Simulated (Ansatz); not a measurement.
# C₃H₇GeN: small, medium and large basis sets

How large a basis does C₃H₇GeN need? Two functionals are run in growing sets.

Computed with Ansatz 0.2.0, Gaussian basis. Level: one geometry, several basis sets.

The runs, in order: PBE0-D4/def2-SVP; ωB97M-V/def2-SVP; PBE0-D4/def2-QZVPP; ωB97M-V/def2-QZVPP; the functionals' def2-TZVPP values are taken from earlier runs.

## Step 1: The geometry

The geometry comes from an earlier relaxation with PBE0-D4/def2-TZVP; it is a stationary point, not always the lowest conformer.

SMILES `[CH3][GeH]([CH3])[C]#N`, 12 atoms, charge 0, spin multiplicity 1.

Atoms are counted from 1 here; the program's logs count them from 0.

Bond lengths: C1–Ge2 1.944 Å, C1–H6 1.090 Å, C1–H7 1.091 Å, C1–H8 1.090 Å, Ge2–C3 1.944 Å, Ge2–C4 1.940 Å, Ge2–H9 1.537 Å, C3–H10 1.090 Å, C3–H11 1.091 Å, C3–H12 1.090 Å, C4–N5 1.152 Å. Angles: Ge2–C1–H6 110.4°, Ge2–C1–H7 109.8°, Ge2–C1–H8 110.0°, H6–C1–H7 108.8°, H6–C1–H8 108.8°, H7–C1–H8 108.9°, C1–Ge2–C3 113.4°, C1–Ge2–C4 106.7°, C1–Ge2–H9 112.1°, C3–Ge2–C4 106.8°, C3–Ge2–H9 112.0°, C4–Ge2–H9 105.1°, Ge2–C3–H10 110.0°, Ge2–C3–H11 109.8°, Ge2–C3–H12 110.4°, H10–C3–H11 108.9°, H10–C3–H12 108.8°, H11–C3–H12 108.8° and more.

## Step 2: PBE0-D4 in def2-SVP

in.yaml

```yaml
crystal:
  periodic: [false, false, false]
  atoms:
    - {symbol: C, position_ang: [-1.649645, -0.461888, -0.258714]}
    - {symbol: Ge, position_ang: [-0.001664, 0.184219, 0.543872]}
    - {symbol: C, position_ang: [1.586649, -0.718256, -0.119663]}
    - {symbol: C, position_ang: [0.166931, 2.051779, 0.047449]}
    - {symbol: N, position_ang: [0.266842, 3.153986, -0.272525]}
    - {symbol: H, position_ang: [-2.499865, 0.116971, 0.101885]}
    - {symbol: H, position_ang: [-1.801784, -1.510650, 0.000822]}
    - {symbol: H, position_ang: [-1.596616, -0.371114, -1.344105]}
    - {symbol: H, position_ang: [-0.067715, 0.181477, 2.078994]}
    - {symbol: H, position_ang: [1.641698, -0.627150, -1.204928]}
    - {symbol: H, position_ang: [1.548956, -1.776238, 0.144281]}
    - {symbol: H, position_ang: [2.483415, -0.278335, 0.316533]}
basis:
  gaussian: {orbitals: def2-SVP}
hamiltonian: {xc: pbe0, dispersion: d4}
output: {orbitals: {seedname: orbitals}}
```

After this run come: ωB97M-V in def2-SVP; PBE0-D4 in def2-QZVPP; ωB97M-V in def2-QZVPP.

Before running them: what should the planned runs give, taken together? Wanted: PBE0-D4: double and triple zeta above quadruple; ωB97M-V: double and triple zeta above quadruple.

**Answer**, as computed:

| quantity | value |
| --- | --- |
| PBE0-D4: double and triple zeta above quadruple | 13.95, 1.47 eV |
| ωB97M-V: double and triple zeta above quadruple | 14.17, 1.43 eV |

What this shows: PBE0-D4 gains 12.48 eV from double to triple zeta, then 1.47 eV more. These are total energies; as a rule much of such shifts cancels in differences, which this series doesn't test. The LUMO of ωB97M-V is positive and keeps falling with the basis (2.37 to 1.30 eV): an unbound level that the basis holds in place.
